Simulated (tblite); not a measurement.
# BrF3N2: the cost of one run

Programs: tblite 0.8.0 and PySCF 2.14.0. All values are calculated, for the isolated system unless a continuum is named. Atoms count from 0, parts from 1.

### 1 The system as given

6 atoms, charge 0, multiplicity 1; geometry: rigid parts in contact. Parts: 1 = atoms 0–3, `FBr(F)F`, charge 0; 2 = atoms 4–5, `N#N`, charge 0.

### 2 Bringing the parts together with GFN2-xTB

The job: settings as JSON, then the geometry in Å.

```
{"job": {"kind": "dock", "xc": "GFN2-xTB", "basis": "xTB"}, "charge": 0, "multiplicity": 1, "parts": [{"atoms": "0-3", "charge": 0, "multiplicity": 1}, {"atoms": "4-5", "charge": 0, "multiplicity": 1}]}
F     -0.814166    -0.314519    -1.638986
Br    -0.509988     0.299159     0.087922
F      0.309643     0.610420     1.726280
F      1.014511    -0.595060    -0.175216
N      0.467523     2.629179     3.325168
N      0.295138     2.358441     4.375441
```

Method: GFN2-xTB search for minima from random contacts, gas phase.

Started as:

```console
$ OMP_NUM_THREADS=1 python cluster_run.py task.json out
```

One launch serves the whole session: the jobs run in the order shown.

**Question.** How long does this first job take on 1 thread of Arm Neoverse V1, shared host?

About 11 s.
